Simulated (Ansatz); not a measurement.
# SiSbH5 (SMILES [SiH3][SbH2]): functionals against CCSD(T) at one geometry

Aim: energy, forces and dipole at a structure displaced at random from a GFN2-xTB minimum, from CCSD(T) and from density functionals.

Computed with Ansatz 0.2.0, Gaussian basis. Level: single points in def2-TZVPP.

Cores are frozen in the correlated methods. Filled d shells of the heavier atoms are correlated. Core potentials replace the inner electrons past krypton, and spin-orbit coupling is left out.

## Step 1: The starting structure

SMILES `[SiH3][SbH2]`, 7 atoms, charge 0, spin multiplicity 1.

Atoms are counted from 1 here; the program's logs count them from 0.

Bond lengths: Si1–Sb2 2.494 Å, Si1–H3 1.448 Å, Si1–H4 1.471 Å, Si1–H5 1.666 Å, Sb2–H6 1.989 Å, Sb2–H7 1.766 Å. Angles: Sb2–Si1–H3 111.2°, Sb2–Si1–H4 109.5°, Sb2–Si1–H5 112.5°, H3–Si1–H4 111.1°, H3–Si1–H5 98.4°, H4–Si1–H5 113.7°, Si1–Sb2–H6 98.6°, Si1–Sb2–H7 88.0°, H6–Sb2–H7 66.6°.

Coordinates:

```mol
H5SbSi
  3D, bonds by distance, orders not assigned

  7  6  0  0  0  0  0  0  0  0999 V2000
   -0.7137   -0.6868   -0.3947 Si  0  0
    1.0592   -0.0769    1.2494 Sb  0  0
   -1.9564   -1.0148    0.2723 H   0  0
   -0.2466   -1.8061   -1.2267 H   0  0
   -1.2468    0.6237   -1.2735 H   0  0
    0.6338    1.8566    1.4396 H   0  0
    1.7907    0.9286   -0.0045 H   0  0
  1  2  8  0
  1  3  8  0
  1  4  8  0
  1  5  8  0
  2  6  8  0
  2  7  8  0
M  END
```

## Step 2: CCSD(T)/def2-TZVPP

run/in.yaml

```yaml
crystal:
  periodic: [false, false, false]
  atoms:
    - {symbol: Si, position_ang: [-0.713700, -0.686800, -0.394700]}
    - {symbol: Sb, position_ang: [1.059200, -0.076900, 1.249400]}
    - {symbol: H, position_ang: [-1.956400, -1.014800, 0.272300]}
    - {symbol: H, position_ang: [-0.246600, -1.806100, -1.226700]}
    - {symbol: H, position_ang: [-1.246800, 0.623700, -1.273500]}
    - {symbol: H, position_ang: [0.633800, 1.856600, 1.439600]}
    - {symbol: H, position_ang: [1.790700, 0.928600, -0.004500]}
basis:
  gaussian: {orbitals: def2-TZVPP}
correlation: {method: ccsd_t}
output: {forces: true}
```

The command line of these runs was not kept.

## Step 3: PBE0-D4/def2-TZVPP

Edit run/in.yaml of step 2 so:

```diff
@@ -12,3 +12,3 @@
   gaussian: {orbitals: def2-TZVPP}
-correlation: {method: ccsd_t}
-output: {forces: true}
+hamiltonian: {xc: pbe0, dispersion: d4}
+output: {forces: true, orbitals: {seedname: orbitals}}
```

## Step 4: wB97M-V/def2-TZVPP

Edit run/in.yaml of step 3 so:

```diff
@@ -12,3 +12,3 @@
   gaussian: {orbitals: def2-TZVPP}
-hamiltonian: {xc: pbe0, dispersion: d4}
-output: {forces: true, orbitals: {seedname: orbitals}}
+hamiltonian: {xc: {name: wB97M-V}}
+output: {forces: true}
```

## Step 5: r2SCAN-D4/def2-TZVPP

Edit run/in.yaml of step 4 so:

```diff
@@ -12,3 +12,3 @@
   gaussian: {orbitals: def2-TZVPP}
-hamiltonian: {xc: {name: wB97M-V}}
+hamiltonian: {xc: r2scan, dispersion: d4}
 output: {forces: true}
```

## Step 6: PBE-D4/def2-TZVPP

Edit run/in.yaml of step 5 so:

```diff
@@ -12,3 +12,3 @@
   gaussian: {orbitals: def2-TZVPP}
-hamiltonian: {xc: r2scan, dispersion: d4}
+hamiltonian: {xc: pbe, dispersion: d4}
 output: {forces: true}
```

## Step 7: CAM-B3LYP-D4/def2-TZVPP

Edit run/in.yaml of step 6 so:

```diff
@@ -12,3 +12,3 @@
   gaussian: {orbitals: def2-TZVPP}
-hamiltonian: {xc: pbe, dispersion: d4}
+hamiltonian: {xc: {name: CAM-B3LYP}, dispersion: d4}
 output: {forces: true}
```

## Step 8: HSE06-D4/def2-TZVPP

Edit run/in.yaml of step 7 so:

```diff
@@ -12,3 +12,3 @@
   gaussian: {orbitals: def2-TZVPP}
-hamiltonian: {xc: {name: CAM-B3LYP}, dispersion: d4}
+hamiltonian: {xc: hse06, dispersion: d4}
 output: {forces: true}
```

(Steps that only read results are left out.)

**Question.** What will these runs give? Wanted: energy less free atoms, CCSD(T)/def2-TZVPP; RMS force component; RMS force error; HOMO and LUMO, PBE0-D4; T1 diagnostic.

As calculated:

| quantity | value |
| --- | --- |
| energy less free atoms, CCSD(T)/def2-TZVPP | -1588.7 kJ/mol |
| RMS force component | 1.139 to 1.285 eV/Å over the methods |
| RMS force error | PBE0-D4 0.051, wB97M-V 0.084, r2SCAN-D4 0.048, PBE-D4 0.176, CAM-B3LYP-D4 0.068, HSE06-D4 0.051 eV/Å |
| HOMO and LUMO, PBE0-D4 | -7.43 and -1.57 eV |
| T1 diagnostic | 0.016 |

**Reading.** Against CCSD(T) the functionals' energies less atoms differ by -51.8 to -14.1 kJ/mol, PBE-D4 by -38.3 kJ/mol. The reference is not at the basis limit: in triple zeta CCSD(T) underbinds, which counts against methods that bind more; the gaps are no ranking. On forces the order runs from r2SCAN-D4 to PBE-D4. Frozen-core CCSD(T) forces in triple zeta carry basis errors of their own, and this is one geometry, so small gaps rank nothing.
